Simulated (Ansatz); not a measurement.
C2H7NOSn, SMILES CN=C[O][SnH3]: vertical spin-state energies, run with Ansatz 0.2.0, Python API.

The script, `run_spin.py`:
```python
# -*- coding: utf-8 -*-
"""Vertical spin-state energies of C2H7NOSn."""

import ansatz as az

geometry_ang = [
    ("C", (-1.4696, 0.4381, 1.5959)),
    ("N", (-0.5431, 0.1557, 0.5555)),
    ("C", (-0.0062, 1.0729, -0.1841)),
    ("O", (1.0352, 0.742, -1.1516)),
    ("Sn", (1.5126, -1.1743, -1.5364)),
    ("H", (-2.3935, 1.0095, 1.1274)),
    ("H", (-1.834, -0.4512, 2.0741)),
    ("H", (-1.0206, 1.1579, 2.3461)),
    ("H", (-0.2162, 2.1336, 0.0152)),
    ("H", (0.1059, -2.093, -1.9701)),
    ("H", (2.1917, -1.8626, -0.0476)),
    ("H", (2.7147, -1.1839, -2.7904)),
]
geometry = az.Crystal.molecule()
for symbol, xyz in geometry_ang:
    geometry = geometry.atom(symbol, xyz)

job = geometry.calculation().basis(gaussian="def2-TZVP").functional("cam_b3lyp")
found = {}
for unpaired in [0, 2, 4]:
    summary = job.spin("collinear", total=unpaired).run().report
    s = unpaired / 2
    found[unpaired] = summary["free_energy_ev"]
    print(f"2S+1 = {unpaired + 1}: E = {found[unpaired]:.5f} eV, <S^2> = {abs(summary['mean_field']['state']['spin_squared']):.3f} (pure state {s * (s + 1):.2f})")
lowest = min(found, key=found.get)
for unpaired, e in found.items():
    print(f"multiplicity {unpaired + 1}: {96.485332 * (e - found[lowest]):.1f} kJ/mol above the lowest")
```

Which spin state is lowest at this geometry, and how far above lie the others?

In order: multiplicity 1 (+0.00 eV), multiplicity 3 (+4.09 eV) and multiplicity 5 (+9.70 eV), all at the one geometry.

The run itself:

`python run_spin.py` gives:
```text
2S+1 = 1: E = -11554.59544 eV, <S^2> = 0.000 (pure state 0.00)
2S+1 = 3: E = -11550.50324 eV, <S^2> = 2.010 (pure state 2.00)
2S+1 = 5: E = -11544.89092 eV, <S^2> = 6.015 (pure state 6.00)
multiplicity 1: 0.0 kJ/mol above the lowest
multiplicity 3: 394.8 kJ/mol above the lowest
multiplicity 5: 936.3 kJ/mol above the lowest
```

Total energies depend on the basis set; only differences at equal settings carry meaning. The geometry is a force-field or estimated start, not a minimum of this method, and the basis set is short of its limit. All parts are taken at fixed geometry, without zero-point energy. def2 sets replace the cores of elements past krypton by effective core potentials. Spin-orbit coupling, which mixes and shifts the spin states of heavy atoms, is left out. Finished in 81 s on 1 thread of Intel(R) Xeon(R) 6975P-C (Granite Rapids) (shared host), peak memory 1.2 GiB.

(A comment or docstring line of the script was reworded after the run, the code is as it ran; lines on the test bed's own set-up are left out of the output.)
